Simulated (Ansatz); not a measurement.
# GaAs: the cost of one run

Program: Ansatz 0.2.0. Level of theory: DFT HSE06, scalar-relativistic, plane waves, PAW. These are calculated values, not measurements.

## 1. The system as given

The structure is tetragonal, space group I-4m2 (No. 119). The conventional cell has a = 3.987 Å, b = 3.987 Å, c = 5.681 Å, α = 90.00°, β = 90.00°, γ = 90.00°. Ga (site symmetry -4m2) has 4 As at 2.45 Å as nearest neighbours. Around As (site symmetry -4m2) lie 4 Ga at 2.45 Å.

Structure file:

```
CELL_PARAMETERS angstrom
0.00000 2.81943 2.84063
2.81943 0.00000 2.84063
2.81943 2.81943 0.00000
ATOMIC_POSITIONS crystal
Ga 0.00000 0.00000 0.00000
As 0.25000 0.25000 0.25000
```

## 2. Single point: GaAs, no spin

Input file input.yaml:

```yaml
crystal:
  lattice:
    - [0.0, 2.81943375, 2.8406325]
    - [2.81943375, 0.0, 2.8406325]
    - [2.81943375, 2.81943375, 0.0]
  atoms:
    - { symbol: Ga, position: [0.0, 0.0, 0.0] }
    - { symbol: As, position: [0.25, 0.25, 0.25] }
scf:
  occupations: { method: gaussian, width: 0.01 }
  n_extra_bands: 4
output:
  eigenvalues: true
  efg: { quadrupole_moments_barn: { Ga: 0.171, As: 0.314 } }
  write_density: true
  write_potential: true
  elf: true
  volumetric_format: npy
hamiltonian:
  xc: hse06
kpoints:
  mp_grid: { grid: [8, 8, 8] }
basis:
  ecutwfc: 600
```

Run with:

```console
$ ansatz run input.yaml --threads 8 --pin off --max-ram 24576MiB --backend cpu --events-out ev --progress --plain --runs-dir out
```

**Question.** How long does this run take on 8 threads of Arm Neoverse V1, shared host, and how much memory does it need?

About 24 s, with a peak of 6 GiB.
